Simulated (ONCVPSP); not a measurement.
**Pseudopotential generation for As: ONCV, PBE**

Task: generate the file, and judge it by its errors in other configurations, its logarithmic derivatives, its ghosts and its cutoff.

Program: ONCVPSP 4.0.1.1 (patched build). Reference atom: PBE, scalar-relativistic, spherical and spin-unpolarised. All values are calculated.

## 1. Settings

Typed settings, in words:

| Property | Result |
| --- | --- |
| element | arsenic (As, Z = 33) |
| type | optimised norm-conserving Vanderbilt (ONCV) |
| frozen core | [Ar] |
| valence charge | 15 |
| reference configuration | 3d10 4s2 4p2.5 (charge +0.5) |
| partial waves | 4s: rc 1.70 bohr, ncon 5, nbas 9, qcut 3 1/bohr, 2 projectors, debl 0.9 Ha; 4p: rc 1.95 bohr, ncon 4, nbas 7, qcut 4.7 1/bohr, 1 projector; 3d: rc 1.10 bohr, ncon 3, nbas 8, qcut 14.2 1/bohr, 2 projectors, debl 3.9 Ha |
| local potential | polynomial inside 0.95 bohr (lpopt 1, dvloc0 1 Ha) |
| core correction | polynomial model core, fcfact 0.6 |

## 2. The generation run

Contents of As.dat:

```
# ATOM AND REFERENCE CONFIGURATION
# atsym  z   nc   nv     iexc    psfile
  As 33.00    5    3        4      upf
#
#   n    l    f
    1    0    2.00
    2    0    2.00
    2    1    6.00
    3    0    2.00
    3    1    6.00
    3    2   10.00
    4    0    2.00
    4    1    2.50
#
# PSEUDOPOTENTIAL AND OPTIMIZATION
# lmax
    2
#
#   l,   rc,      ep,       ncon, nbas, qcut
    0    1.70    0.00    5    9    3.00
    1    1.95    0.00    4    7    4.70
    2    1.10    0.00    3    8   14.20
#
# LOCAL POTENTIAL
# lloc, lpopt,  rc(5),   dvloc0
    4    1    0.95    1.00
#
# VANDERBILT-KLEINMAN-BYLANDER PROJECTORs
# l, nproj, debl
    0    2    0.90
    1    1    2.00
    2    2    3.90
#
# MODEL CORE CHARGE
# icmod, fcfact, rcfact
    1    0.60    0.00
#
# LOG DERIVATIVE ANALYSIS
# epsh1, epsh2, depsh
   -3.00    5.00    0.02
#
# OUTPUT GRID
# rlmax, drl
    6.00    0.01
#
# TEST CONFIGURATIONS
# ncnf
    4
# nvcnf
#   n    l    f
    3
    3    2   10.00
    4    0    2.00
    4    1    3.00
#
    3
    3    2   10.00
    4    0    2.00
    4    1    2.00
#
    3
    3    2   10.00
    4    0    2.00
    4    1    1.00
#
    3
    3    2   10.00
    4    0    2.00
    4    1    0.00
#
```

The run is started by

```console
$ oncvpsp.x < As.dat > As.out
```

What does the calculation give? Wanted: cutoffs for 1 and 0.1 mHa per electron, occupied waves; bound ghosts; GHOST(+) flags; largest test error; largest phase difference near zero energy, channels read; rms error of d²Exc/dn², without and with the model core.

As calculated:

```
                                                quantity                      value
  cutoffs for 1 and 0.1 mHa per electron, occupied waves            82 Ha and 90 Ha
                                            bound ghosts                 none found
                                          GHOST(+) flags                 s at 54 eV
                            largest test error (AE − PS)  -14 meV, for 3d10 4s2 4p0
largest phase difference near zero energy, channels read                  0.009 rad
 rms error of d²Exc/dn², without and with the model core          6.42 and 0.82 mHa
```

**Reading.** By total energies transferability is good: the largest error is 14 meV on 51.2 eV, for 3d10 4s2 4p0. The potential is very hard: the looser tolerance needs 82 Ha. At the looser tolerance the 3d wave is the slowest; 4s needs 60 Ha. No bound ghost shows below the valence levels. Near zero energy the phases of the channels with partial waves agree within 0.009 rad. The program also flags highly localised states, GHOST(+) (s).
